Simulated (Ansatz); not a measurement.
**AlGaH₂ (triplet): from a generated start to a stationary point**

Aim: relax a generated start of AlGaH₂ (triplet) and see which bonds hold.

The runs use Ansatz 0.2.0, Gaussian basis; UKS PBE0/def2-TZVP.

## (1) Starting geometry

4 atoms, charge 0, spin multiplicity 3.

Atoms are counted from 1 here; the program's logs count them from 0.

Bond lengths: Al1–Ga2 2.581 Å, Al1–H3 1.601 Å, Al1–H4 1.601 Å. Angles: Ga2–Al1–H3 129.3°, Ga2–Al1–H4 129.3°, H3–Al1–H4 101.4°.

Geometry (Å):

```xyz
4
charge 0, multiplicity 3
Al   -1.80238   -0.01143    0.00153
Ga    0.77893    0.00494   -0.00066
H    -2.82461    1.22071   -0.00013
H    -2.80891   -1.25643    0.00490
```

The start was built by rule and, where that kept it together, relaxed with GFN2-xTB. Sticks and bond lists go by distance. No spin-orbit coupling is included. 

## (2) The run

in.yaml reads:

```yaml
crystal:
  periodic: [false, false, false]
  atoms:
    - {symbol: Al, position_ang: [-1.802380, -0.011426, 0.001526]}
    - {symbol: Ga, position_ang: [0.778929, 0.004938, -0.000659]}
    - {symbol: H, position_ang: [-2.824614, 1.220713, -0.000128]}
    - {symbol: H, position_ang: [-2.808906, -1.256428, 0.004898]}
basis:
  gaussian: {orbitals: def2-TZVP}
magnetization: {spin_polarized: true, initial_magnetization: 2}
hamiltonian: {xc: pbe0}
relax: {f_tol: 0.004, max_steps: 80}
```

Command:

```sh
$ ansatz run in.yaml --threads 1 --pin off --events-out ev --progress --plain --max-ram 2176MiB
```

What does the calculation give? Wanted: energy gained; shift from the start; total energy; dipole moment; ⟨S²⟩.

**Answer**, as computed:

```
                  quantity           value
                     steps               6
             energy gained        0.265 eV
shift from the start (rms)         0.221 Å
              total energy  -58995.7396 eV
             dipole moment          1.21 D
                      ⟨S²⟩           2.005
```

**Reading.** The bonds of the start are those of the end. Al1–Ga2 went from 2.581 to 2.527 Å. No vibrations were run, so this is a stationary point, not a proven minimum, and this spin need not be the ground state's.
